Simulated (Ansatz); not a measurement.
A nudged elastic band was laid between two geometries of a periodic cell of 17 atoms, HC16 (host C, host structure diamond, interstitial H), cell charge +1.

Theory: DFT PBE-D3(BJ), scalar-relativistic, plane waves, PAW (Ansatz). Settings: cutoff 420 eV, k mesh 3x3x3, gaussian smearing 0.05 eV, no spin polarisation.

```json
{"movable images": "3", "climbing image": "yes", "spring": "5.0 eV/Å²", "optimiser": "quadratic models (default)", "start path": "straight line", "force threshold": "0.03 eV/Å", "iteration limit": "80", "end points": "relaxed"}
```

Initial state:

```xyz
17
Lattice="0.0000 3.5700 3.5700 3.5700 0.0000 3.5700 3.5700 3.5700 0.0000" Properties=species:S:1:pos:R:3
C -0.009 -0.034 0.002
C 0.869 0.886 0.886
C 1.764 1.779 0.004
C 2.658 2.661 0.893
C 1.701 0.069 1.849
C 2.685 0.855 2.671
C 3.543 1.767 1.781
C 4.406 2.667 2.718
C -0.008 1.762 1.787
C 0.885 2.658 2.668
C 1.767 3.552 1.780
C 2.642 4.455 2.671
C 1.773 1.729 3.525
C 2.745 2.595 4.395
C 3.532 3.578 3.571
C 4.443 4.437 4.462
H 5.247 6.145 4.901
```

Final state:

Only the atoms that move by more than 0.05 Å are listed.
```
C1 -0.042 -0.009 -0.058
C2 0.828 0.963 0.807
C5 1.852 -0.081 1.851
C6 2.675 0.903 2.638
C8 4.460 2.657 2.668
C14 2.722 2.624 4.449
C15 3.578 3.552 3.561
H17 4.907 7.036 4.356
```

Which bonds break or form, and what moves?

Contacts lost: C14–H17. Contacts made: C2–H17. The atom that moves furthest is H17, by 1.10 Å.

What energy profile does the band end with?

The forces met the threshold. The highest image is number 3 of 0 to 4, 0.043 eV above the ends, which have the same energy within 2 meV. Beside the main top the profile has a ripple of under 15 meV (maxima at images 1, 3), which may be a very shallow well or noise. By the program's own check the climbing image is of a kind that is not told: the force calls were inconclusive, a negative curvature could not be distinguished from the path's own, the only one lies far off the path, or fixed occupations may fill a level only in part (lowest curvatures found: -2.77 and 0.48 eV/Å²). Limits of this set-up: charged cell in a uniform background, uncorrected.

```csv
image,path coordinate (Å),energy (eV),C14–H17 (Å),C2–H17 (Å)
0,0.00,0.000,1.18,2.10
1,0.36,0.014,1.16,1.86
2,0.72,0.000,1.18,1.64
3,1.09,0.043,1.36,1.36
4,1.43,0.000,1.62,1.18
```

What is the geometry of the highest image?


```xyz
17
Lattice="0.0000 3.5700 3.5700 3.5700 0.0000 3.5700 3.5700 3.5700 0.0000" Properties=species:S:1:pos:R:3
C -0.038 -0.024 -0.017
C 0.828 0.919 0.865
C 1.768 1.771 -0.004
C 2.657 2.657 0.888
C 1.768 -0.026 1.864
C 2.674 0.879 2.661
C 3.558 1.764 1.764
C 4.439 2.644 2.678
C -0.023 1.753 1.810
C 0.877 2.652 2.668
C 1.768 3.543 1.779
C 2.653 4.428 2.681
C 1.771 1.737 3.553
C 2.714 2.603 4.435
C 3.565 3.543 3.566
C 4.452 4.432 4.458
H 5.202 6.976 4.286
```

The band took 12 iterations and roughly 4 core-minutes.

The run took 4.3 min on 1 thread of Intel(R) Xeon(R) CPU @ 2.60GHz (Ice Lake), on a shared host, peak memory 0.5 GiB.
